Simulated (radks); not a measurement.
# The Coulomb parameter U of the 4d shell of Pd⁺

One table from this session's results is given with a row withheld; the runs are named, their logs left out.

The numbers are computed with radks (a radial shooting solver on a logarithmic mesh, Libxc functionals) version 1 (scalar-relativistic Kohn-Sham, PBE, spin-unpolarised, spherical densities, finite nucleus), except any that are marked as measured or tabulated.

## What is computed

- element: palladium (Z = 46)
- charge: +1
- electrons: 45
- configuration: [Kr] 4d7.5 5s1.5
- nuclear rms radius: 4.5318 fm

Set-up of the first run:

Settings of this run:

```text
Z 46
configuration [Kr] 4d7.5 5s1.5
relativity scalar-relativistic
functional pbe,pbe
spin unpolarised
nucleus finite rms 4.5318 fm
c 137.035999084
```

Steps of the session up to this table: Start: [Kr] 4d7.5 5s1.5.

One table of the session follows, with a row left open; its other results are not shown here.

It belongs to the step «Start: [Kr] 4d7.5 5s1.5». Radial moments (bohr):

```
level     <r>  outermost maximum (interpolated)  90 % within  nodes
   2p  0.1206                            0.0934        0.196      0
   3s  0.3793                             0.342        0.559      2
   3p  0.3787                             0.335        0.570      1
   3d  0.3576                             0.282        0.567      0
   4s  0.9405                             0.850         1.36      3
   4p   1.030                             0.907         1.52      2
   4d   1.374                              1.07         2.18      1
   5s       ?                                 ?            ?      ?
```

Q: Estimate the row for 5s from the others.

The run gave: <r>: 2.724; outermost maximum (interpolated): 2.33; 90 % within: 4.01; nodes: 4. In the column «<r>» it is the highest.
